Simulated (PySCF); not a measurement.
# C3H7AlCl2 (AlCl2(iPr)): the cost of one run

The runs use PySCF 2.14.0, with density-fitted response routines of our own; the level of theory stands in each step. All values are computed, except where a source is named. Atoms are numbered from 0 throughout.

### 1 Starting geometry

13 atoms, charge 0, multiplicity 1; geometry from: GFN2-xTB. The atoms were then displaced at random by about 0.03 Å, so the start is not that level's minimum.

Bonds of the start (Å): Al0–Cl1 1.96, Al0–Cl2 2.16, Al0–C3 1.94, C3–C4 1.62, C3–C5 1.60, C3–H6 1.06, C4–H7 1.11, C4–H8 1.12, C4–H9 1.08, C5–H10 1.12, C5–H11 1.13, C5–H12 1.15.

### 2 Geometry optimisation at PBE0-D3(BJ)/def2-SVP

Job settings and geometry (Å):

```
{"job": {"xc": "PBE0", "basis": "def2-SVP", "d3": "d3bj", "grid": 1, "maxiter": 40, "shake": 0.03, "kind": "geom"}, "charge": 0, "multiplicity": 1}
Al     1.353110     1.302460    -0.033450
Cl     3.307780     1.406840    -0.006260
Cl     0.196870     3.125480    -0.111540
C      0.374520    -0.369820    -0.051140
C     -0.713440    -0.472960    -1.251780
C     -0.507900    -0.566360     1.265510
H      1.016590    -1.214960    -0.138110
H     -0.127570    -0.394160    -2.185620
H     -1.415420     0.393560    -1.128740
H     -1.283650    -1.389170    -1.154030
H     -1.078160    -1.527910     1.273190
H      0.201080    -0.603990     2.143500
H     -1.293180     0.258860     1.400660
```

On the command line:

```bash
OMP_NUM_THREADS=1 python probes_run.py task.json out
```

One launch serves the whole session: the jobs run in the order shown.

Q: Estimate the wall time and peak memory of this first job on 1 thread of Arm Neoverse V1, shared host.

About 71 s, with a peak of 0.49 GiB.
